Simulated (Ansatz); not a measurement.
# ZrSiH3+ (quintet): from Hartree-Fock to the top rungs, def2-SVP

One table from this session's results is given with a row withheld; the runs are named, their logs left out.

Program: Ansatz 0.2.0, Gaussian basis. Level of theory: def2-SVP, core rule «outside noble gas», up to 9 orbitals frozen. These are calculated values, not measurements.

To be run: UHF; CCSD(T) on ROHF; CCSD(T) on UHF; CISD as a restricted active space (open shells left free, so some higher excitations enter); CCSDT(Q) on ROHF; CCSDT(Q) on UHF.

27 further runs of the same task are left out: 9 that didn't finish, 18 set aside as unsound or not needed. Runs told in other sessions of the task aren't counted.

## The system

The geometry is a PBE0/def2-TZVP stationary point (not a proven minimum) of the parent state, kept for this charge and spin. No spin-orbit coupling is included. Elements past krypton take def2 core potentials.

5 atoms, charge 1, spin multiplicity 5.

Atoms are counted from 1 here; the program's logs count them from 0.

Bond lengths: Zr1–Si2 2.786 Å, Si2–H3 1.492 Å, Si2–H4 1.492 Å, Si2–H5 1.492 Å. Angles: Zr1–Si2–H3 106.6°, Zr1–Si2–H4 109.0°, Zr1–Si2–H5 109.0°, H3–Si2–H4 110.8°, H3–Si2–H5 110.8°, H4–Si2–H5 110.7°.

Set-up of the first run:

in.yaml

```yaml
crystal:
  periodic: [false, false, false]
  atoms:
    - {symbol: Zr, position_ang: [0.000000, 0.000275, 0.719937]}
    - {symbol: Si, position_ang: [0.000000, 0.000386, -2.065923]}
    - {symbol: H, position_ang: [0.000029, -1.430191, -2.491203]}
    - {symbol: H, position_ang: [1.227362, 0.697273, -2.550771]}
    - {symbol: H, position_ang: [-1.227389, 0.697224, -2.550771]}
basis:
  gaussian: {orbitals: def2-SVP}
total_charge: 1
magnetization: {spin_polarized: true, initial_magnetization: 4}
hamiltonian: {xc: hf}
output: {orbitals: {seedname: orbitals}}
```

Started as:

```bash
$ ansatz run in.yaml --threads 1 --pin off --events-out ev --progress --plain --max-ram 2393MiB
```

Steps of the session up to this table: UHF; CCSD(T) on ROHF; CCSD(T) on UHF; CISD as a restricted active space (open shells left free, so some higher excitations enter); CCSDT(Q) on ROHF; CCSDT(Q) on UHF.

One of the session's tables, all rows but one given; the rest of the session is left out.

```
   method  from RCCSDT(Q) (kcal/mol)
     ROHF                     +93.54
      UHF                     +90.59
     RMP2                     +22.45
     UMP2                     +20.30
    RCCSD                      +2.50
    UCCSD                          ?
 RCCSD(T)                      +0.61
 UCCSD(T)                      -1.40
   RCCSDT                      +0.05
   UCCSDT                      -1.95
RCCSDT(Q)                          0
UCCSDT(Q)                      -2.00
```

**Question.** Estimate the row for UCCSD.

**Answer.** from RCCSDT(Q) (kcal/mol): +0.48. In the column «from RCCSDT(Q) (kcal/mol)» it lies between RCCSDT (+0.05) and RCCSD(T) (+0.61).

Not comparable, so not listed: CISD as a restricted active space (open shells left free, so some higher excitations enter) (they don't share determinant, frozen orbitals or solution with the rows shown, or repeat one).

To keep in mind: Restricted and unrestricted rows rest on different reference determinants; a gap between their highest levels can come from leftover correlation error, from unlike frozen cores or from another state.
